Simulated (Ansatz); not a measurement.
Crystal: GeW.

```xyz
2
Lattice="0.0000 2.5776 2.5776 2.5776 0.0000 2.5776 2.5776 2.5776 0.0000" Properties=species:S:1:pos:R:3 pbc="T T T"
Ge    2.5776    2.5776    2.5776
W     0.0000    0.0000    0.0000
```

The cell was built by a generator and needn't be a form met in nature.

Below is the output of Ansatz 0.2.0 for this cell. Logs are shortened: lines on timing, memory, paths and dates and some standing lists are left out, and cuts for length are marked.

```text
Warning: RAYON_NUM_THREADS=2 ignored (pool sized by the plan → 2); use --threads N
scf.n_extra_bands = 6 over 14 filled bands (N_el = 28.0): the run solves 20 bands
Engine: ansatz 0.2.0, aarch64-unknown-linux-gnu
Pseudopotentials: kind: nc
Pseudopotential: Ge, nc, valence charge 14, recommended cutoff 1061.244064 eV (normal), Ge.nc.azcp (PseudoDojo's, or run here from an input of PseudoDojo's; its table is named by hamiltonian.pseudopotentials.accuracy)
Pseudopotential: W, nc, valence charge 14, recommended cutoff 1006.821291 eV (normal), W.nc.azcp (PseudoDojo's, or run here from an input of PseudoDojo's; its table is named by hamiltonian.pseudopotentials.accuracy)
Functional definition: PBE
  parameter kappa = 0.804
  parameter beta = 0.06672455060314922
  exchange = pbe_x(kappa = kappa, mu = beta*pi^2/3)
  correlation = pbe_c(beta = beta)
Crystal: 2 atoms, lattice volume = 34.252 Å³
Basis set: ecut = 1061.244064 eV, 2733 PW (Γ), exchange–correlation on 80×80×80 points (8 copies of the dense FFT grid, shifted against one another)
Bands: 20, of which v1, the nominal top of the filled ones, is band 14 counted from 1 (13 counted from 0)
Symmetry: 48 space group operations
Space group: Fm-3m (ITA 225), of the structure as read, at distance tolerance 3.2e-5 Å
k-points: 35 of 729
Non-local potential: Ge, projectors of the file, l = 0: 2, l = 1: 2, l = 2: 2
Non-local potential: W, projectors of the file, l = 0: 2, l = 1: 2, l = 2: 2, l = 3: 2
Initial density: superposition of atomic densities (chi_scale 0.1, normalization cell, long waves kept (reshape's long-wave potential 0.00 eV rms))
Initial wavefunctions: pseudopotential atomic-orbital guess
Functional: x = pbe(κ = 0.804, μ = 0.2195149727645171), c = pbe(β = 0.06672455060314922)
SCF iter   1: F=—  HF=-4493.325660 eV  |F-HF|=—  |Δ(HF+E_count)|=         —  Δρ=5.58e-2  dr2=1.77e0  ethr=3.10e-3  ⟨swp⟩=5.9  Hψ=3503  notcnv=0
preconditioner: auto → Kerker (q_TF=auto, 2.638 Å⁻¹)  [metal: Δε(μ)=0.053 eV  Ē_g=19.703 eV  σ=0.050 eV  W_gap=0.26  n_scr=14 (ndim 8)  ℏωp=28.4 eV  f_vac=0.000  D(μ)=2.30/eV (n_scr^D=26)]
SCF iter   2: F=—  HF=-4492.921501 eV  |F-HF|=—  |Δ(HF+E_count)|=   4.04e-1  Δρ=2.44e-2  dr2=2.99e-1  ethr=3.10e-3  ⟨swp⟩=2.1  Hψ=1172  notcnv=0  defer=13
SCF iter   3: F=—  HF=-4492.857625 eV  |F-HF|=—  |Δ(HF+E_count)|=   6.39e-2  Δρ=5.32e-3  dr2=3.97e-3  ethr=1.07e-3  ⟨swp⟩=2.8  Hψ=1074  notcnv=0  defer=14
SCF iter   4: F=—  HF=-4492.859316 eV  |F-HF|=—  |Δ(HF+E_count)|=   1.69e-3  Δρ=1.12e-3  dr2=5.61e-4  ethr=1.42e-5  ⟨swp⟩=2.3  Hψ=1290  notcnv=0  defer=13
SCF iter   5: F=—  HF=-4492.859201 eV  |F-HF|=—  |Δ(HF+E_count)|=   1.15e-4  Δρ=1.89e-4  dr2=1.70e-5  ethr=2.00e-6  ⟨swp⟩=2.0  Hψ=837  notcnv=0  defer=13
SCF iter   6: F=—  HF=-4492.859209 eV  |F-HF|=—  |Δ(HF+E_count)|=   8.03e-6  Δρ=3.87e-5  dr2=4.40e-7  ethr=6.07e-8  ⟨swp⟩=2.2  Hψ=1059  notcnv=0  defer=13
SCF iter   7: F=-4492.859209 eV  HF=-4492.859209 eV  |F-HF|=3.74e-8  |Δ(HF+E_count)|=   4.81e-8  Δρ=1.03e-5  dr2=4.77e-8  ethr=3.57e-10  ⟨swp⟩=9.7  Hψ=3869  notcnv=0
SCF 1 converged in 7 iterations: F = -4492.859209 eV  dr2 = 4.77e-8
NSCF: frozen V_eff on 142 k-points
SCF converged after 7 iterations
Free energy (F): -4492.859209 eV
Harris-Foulkes:  -4492.859209 eV  (|F-HF|=3.74e-8)
Internal energy: -4492.835309 eV  (E = F + TS)
E sigma→0 (E₀):  -4492.847259 eV
Entropy (-TS):   -0.023901 eV (-11.950 meV/atom)
Fermi energy:    17.225956 eV
--- Per-component energies (eV) ---
  E_band       = -187.423079
  E_kinetic    = 2380.185225
  E_local      = -2640.284586  (includes V_loc(G=0)·N_el)
  E_nonlocal   = -941.544299
  E_hartree    = 860.724790
  E_xc         = -1045.243491
  E_vxc        = -707.224588  (∫ρ·V_xc dr)
  E_ewald      = -3106.672946
  E_smearing   = -0.023901  (= −TS)
  E_closure    = -0.000000  (closes the sum)
  Σ components = -4492.859209   (vs F -4492.859209, Δ=0.00e0)
--- Forces (eV/Å), atoms counted from 1 ---
  atom   1  Ge     0.00000000    -0.00000000    -0.00000000
  atom   2  W     -0.00000000     0.00000000    -0.00000000
  max |Σ_I F_I| component: 1.24e-27 eV/Å
--- Stress (GPa, compression-positive) ---
        0.466382       0.000000       0.000000
        0.000000       0.466382      -0.000000
        0.000000      -0.000000       0.466382
  P = ⅓ Tr σ = 0.4664 GPa (4.664 kbar)
--- Band table (eV; the first three rows and the last of 35) ---
  k-point 0: bands = ["-57.2973", "-21.4742", "-21.4742", "-21.4742", "-7.3207", "-7.3207", "-7.2522", "-7.2522", "-7.2522", "4.8933", "15.6144", "15.6144", "15.6144", "16.3486", "16.3486", "19.6549", "19.6549", "19.6549", "24.7571", "25.4594"]
  k-point 1: bands = ["-57.2970", "-21.4862", "-21.4763", "-21.4763", "-7.3164", "-7.3164", "-7.2511", "-7.2504", "-7.2504", "5.1348", "15.1613", "15.4986", "15.4986", "16.0539", "16.0539", "19.0781", "20.5157", "20.5157", "25.7242", "25.8901"]
  k-point 2: bands = ["-57.2960", "-21.5164", "-21.4818", "-21.4818", "-7.3055", "-7.3055", "-7.2483", "-7.2456", "-7.2456", "5.8369", "13.8910", "14.6641", "14.6641", "16.4268", "16.4268", "18.4106", "22.2382", "22.2382", "25.3056", "27.7277"]
  k-point 34: bands = ["-57.2932", "-21.5444", "-21.5319", "-21.5130", "-7.3130", "-7.2906", "-7.2459", "-7.2396", "-7.2271", "8.1195", "12.5616", "13.2248", "13.6956", "17.7617", "17.7882", "18.7268", "18.7717", "20.6440", "26.7659", "28.0377"]
```

Write the input and the command behind it.

Band structure with PBE, no spin polarisation. The files as run (others can give the same):

input.yaml
```yaml
crystal:
  lattice:
    - [0.0, 2.57761, 2.57761]
    - [2.57761, 0.0, 2.57761]
    - [2.57761, 2.57761, 0.0]
  atoms:
    - { symbol: Ge, position: [0.5, 0.5, 0.5] }
    - { symbol: W, position: [0.0, 0.0, 0.0] }
hamiltonian:
  xc: pbe
  pseudopotentials: { kind: nc, accuracy: standard }
kpoints:
  mp_grid: { grid: [9, 9, 9] }
  band_path:
    path:
      - [[0.0, 0.0, 0.0], [0.5, 0.0, 0.5], [0.5, 0.25, 0.75], [0.375, 0.375, 0.75], [0.0, 0.0, 0.0], [0.5, 0.5, 0.5], [0.625, 0.25, 0.625], [0.5, 0.25, 0.75], [0.5, 0.5, 0.5], [0.375, 0.375, 0.75]]
      - [[0.625, 0.25, 0.625], [0.5, 0.0, 0.5]]
    npoints: 14
scf:
  occupations: { method: fermi_dirac, width: 0.05 }
  n_extra_bands: 6
output:
  forces: true
  stress: true
  eigenvalues: true
  fatbands: true
```

Potentials or basis: PseudoDojo standard (PBE files).
Run with:
```bash
$ ansatz run input.yaml --threads 2 --pin off --max-ram 5632MiB --backend cpu --events-out ev --progress --plain --runs-dir out
```

Caveat: spin-orbit coupling is left out, which moves the levels of the heavy elements.
